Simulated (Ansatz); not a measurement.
# AlGeH₅O (SMILES [OH][GeH2][AlH2]): functionals against CCSD(T) at one geometry

An exercise on one series of results from a longer session: the logs are not shown, and one member is left open.

Computed with Ansatz 0.2.0, Gaussian basis. Level: single points in def2-TZVPP.

Cores are frozen in the correlated methods. Filled d shells of the heavier atoms are correlated.

### Starting geometry

SMILES `[OH][GeH2][AlH2]`, 8 atoms, charge 0, spin multiplicity 1.

Atoms are counted from 1 here; the program's logs count them from 0.

Bond lengths: O1–Ge2 1.789 Å, O1–H4 0.958 Å, Ge2–Al3 2.468 Å, Ge2–H5 1.510 Å, Ge2–H6 1.526 Å, Al3–H7 1.524 Å, Al3–H8 1.548 Å. Angles: Ge2–O1–H4 114.0°, O1–Ge2–Al3 118.4°, O1–Ge2–H5 108.8°, O1–Ge2–H6 97.5°, Al3–Ge2–H5 105.0°, Al3–Ge2–H6 122.8°, H5–Ge2–H6 103.0°, Ge2–Al3–H7 113.6°, Ge2–Al3–H8 128.6°, H7–Al3–H8 117.8°.

Coordinates:

```mol
AlGeH5O
  3D, bonds by distance, orders not assigned

  8  7  0  0  0  0  0  0  0  0999 V2000
   -1.8449    0.7762   -0.6434 O   0  0
   -0.1638    0.8309   -0.0347 Ge  0  0
    0.9270   -1.2916    0.5951 Al  0  0
   -2.0169    0.0535   -1.2484 H   0  0
    0.7221    1.4221   -1.1057 H   0  0
   -0.3419    1.9903    0.9407 H   0  0
    2.4434   -1.2658    0.4445 H   0  0
    0.2696   -2.6156    1.0552 H   0  0
  1  2  8  0
  1  4  8  0
  2  3  8  0
  2  5  8  0
  2  6  8  0
  3  7  8  0
  3  8  8  0
M  END
```

Set-up of the first run:

The input, run/in.yaml:

```yaml
crystal:
  periodic: [false, false, false]
  atoms:
    - {symbol: O, position_ang: [-1.844900, 0.776200, -0.643400]}
    - {symbol: Ge, position_ang: [-0.163800, 0.830900, -0.034700]}
    - {symbol: Al, position_ang: [0.927000, -1.291600, 0.595100]}
    - {symbol: H, position_ang: [-2.016900, 0.053500, -1.248400]}
    - {symbol: H, position_ang: [0.722100, 1.422100, -1.105700]}
    - {symbol: H, position_ang: [-0.341900, 1.990300, 0.940700]}
    - {symbol: H, position_ang: [2.443400, -1.265800, 0.444500]}
    - {symbol: H, position_ang: [0.269600, -2.615600, 1.055200]}
basis:
  gaussian: {orbitals: def2-TZVPP}
correlation: {method: ccsd_t}
output: {forces: true}
```

The command line of these runs was not kept.

Steps of the session up to this table: CCSD(T)/def2-TZVPP; PBE0-D4/def2-TZVPP; wB97M-V/def2-TZVPP; r2SCAN-D4/def2-TZVPP; PBE-D4/def2-TZVPP; LC-wPBE/def2-TZVPP; BLYP-D4/def2-TZVPP.

One of the session's tables, all rows but one given; the rest of the session is left out.

| method | RMS force component (eV/Å) | angle to CCSD(T) forces (°) | dipole (D) |
| --- | --- | --- | --- |
| CCSD(T) | 0.321 | reference | 1.92 |
| PBE0-D4 | ? | ? | ? |
| wB97M-V | 0.301 | 8.6 | 2.00 |
| r2SCAN-D4 | 0.333 | 9.1 | 1.83 |
| PBE-D4 | 0.427 | 27.3 | 1.72 |
| LC-wPBE | 0.318 | 15.8 | 2.02 |
| BLYP-D4 | 0.432 | 33.4 | 1.79 |

**Question.** Estimate the row for PBE0-D4.

**Answer.** RMS force component (eV/Å): 0.351; angle to CCSD(T) forces (°): 8.8; dipole (D): 1.88. In the column «RMS force component (eV/Å)» it lies between r2SCAN-D4 (0.333) and PBE-D4 (0.427).
